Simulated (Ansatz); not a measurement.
**C4H7FSi: a ladder of functionals and wavefunction methods**

The task here is to estimate one member of a computed series from the others.

Computed with Ansatz 0.2.0, Gaussian basis. Level: functionals in def2-TZVPP, the program's frozen cores in correlated methods.

The runs, in order: LDA (SPW92), PBE-D4, revPBE-D4, BLYP-D4, r2SCAN-D4, B97M-V, PBE0-D4, B3LYP-D4, r2SCANh-D4, r2SCAN0-D4, HSE06-D4, BHLYP-D4, CAM-B3LYP-D4, LC-ωPBE, ωB97X-V, ωB97M-V, B2PLYP, PBE-QIDH; CCSD(T)/def2-SVP; CCSD(T)/def2-TZVPP; MP2/def2-QZVPP; extrapolation to the limit; RPA on PBE.

## The geometry

The geometry comes from an earlier relaxation with PBE0-D4 in a triple-zeta def2 set; it is a stationary point, not always the lowest conformer.

SMILES `C=C[SiH](F)C=C`, 13 atoms, charge 0, spin multiplicity 1.

Atoms are counted from 1 here; the program's logs count them from 0.

Bond lengths: C1–C2 1.331 Å, C1–H7 1.087 Å, C1–H8 1.087 Å, C2–Si3 1.850 Å, C2–H9 1.089 Å, Si3–F4 1.606 Å, Si3–C5 1.852 Å, Si3–H10 1.486 Å, C5–C6 1.331 Å, C5–H11 1.089 Å, C6–H12 1.087 Å, C6–H13 1.087 Å. Angles: C2–C1–H7 122.5°, C2–C1–H8 121.5°, H7–C1–H8 116.0°, C1–C2–Si3 121.7°, C1–C2–H9 118.4°, Si3–C2–H9 119.8°, C2–Si3–F4 110.0°, C2–Si3–C5 111.7°, C2–Si3–H10 108.9°, F4–Si3–C5 107.5°, F4–Si3–H10 106.7°, C5–Si3–H10 111.8°, Si3–C5–C6 122.8°, Si3–C5–H11 118.9°, C6–C5–H11 118.3°, C5–C6–H12 121.7°, C5–C6–H13 122.3°, H12–C6–H13 116.0°.

Set-up of the first run:

in.yaml reads:

```yaml
crystal:
  periodic: [false, false, false]
  atoms:
    - {symbol: C, position_ang: [0.831417, 0.621715, -2.074856]}
    - {symbol: C, position_ang: [-0.131464, 0.682763, -1.158170]}
    - {symbol: Si, position_ang: [-0.695500, -0.819942, -0.238570]}
    - {symbol: F, position_ang: [-2.266891, -1.051681, -0.474232]}
    - {symbol: C, position_ang: [-0.423872, -0.650344, 1.585337]}
    - {symbol: C, position_ang: [0.339071, 0.302776, 2.114790]}
    - {symbol: H, position_ang: [1.183346, 1.499289, -2.610385]}
    - {symbol: H, position_ang: [1.312030, -0.318413, -2.332934]}
    - {symbol: H, position_ang: [-0.581123, 1.650784, -0.941979]}
    - {symbol: H, position_ang: [0.000245, -2.010972, -0.792011]}
    - {symbol: H, position_ang: [-0.889997, -1.370299, 2.257052]}
    - {symbol: H, position_ang: [0.833185, 1.047216, 1.496018]}
    - {symbol: H, position_ang: [0.509953, 0.382408, 3.184839]}
basis:
  gaussian: {orbitals: def2-TZVPP}
hamiltonian: {xc: lda}
output: {orbitals: {seedname: orbitals}}
```

Run with:

```
> ansatz run in.yaml --threads 4 --pin off --events-out ev --progress --plain --max-ram 10444MiB
```

Steps of the session up to this table: LDA; PBE-D4 (GGA); revPBE-D4 (GGA); BLYP-D4 (GGA); r2SCAN-D4 (meta-GGA); B97M-V (meta-GGA); PBE0-D4 (hybrid); B3LYP-D4 (hybrid); r2SCANh-D4 (hybrid); r2SCAN0-D4 (hybrid); HSE06-D4 (hybrid); BHLYP-D4 (hybrid); CAM-B3LYP-D4 (range-separated); LC-ωPBE (range-separated); ωB97X-V (range-separated); ωB97M-V (range-separated); B2PLYP (double hybrid); PBE-QIDH (double hybrid).

One table of the session follows, with a row left open; its other results are not shown here.

It belongs to the step «Orbital energies across the functionals». 

| functional | HOMO (eV) | gap (eV) |
| --- | --- | --- |
| LDA (SPW92) | -7.21 | 5.05 |
| PBE-D4 | -7.03 | 5.14 |
| revPBE-D4 | -6.96 | 5.17 |
| BLYP-D4 | -6.86 | 5.13 |
| r2SCAN-D4 | -7.25 | 5.58 |
| B97M-V | -7.25 | 5.60 |
| PBE0-D4 | -8.17 | 7.27 |
| B3LYP-D4 | -7.93 | 6.82 |
| r2SCANh-D4 | -7.68 | 6.37 |
| r2SCAN0-D4 | -8.32 | 7.55 |
| HSE06-D4 | -7.77 | 6.49 |
| BHLYP-D4 | ? | ? |
| CAM-B3LYP-D4 | -9.50 | 9.76 |
| LC-ωPBE | -10.93 | 12.35 |
| ωB97X-V | -10.52 | 11.86 |
| ωB97M-V | -10.42 | 11.60 |

**Question.** Estimate the row for BHLYP-D4.

Worked estimate for «HOMO (eV)». Against the share of exact exchange, BLYP-D4 (0, -6.86), B3LYP-D4 (0.2, -7.93) give a slope of -5.35 per unit share; at 0.5 the line stands at -9.53.

The run gave: HOMO (eV): -9.12; gap (eV): 9.33. In «HOMO (eV)» the line misses by -0.41.
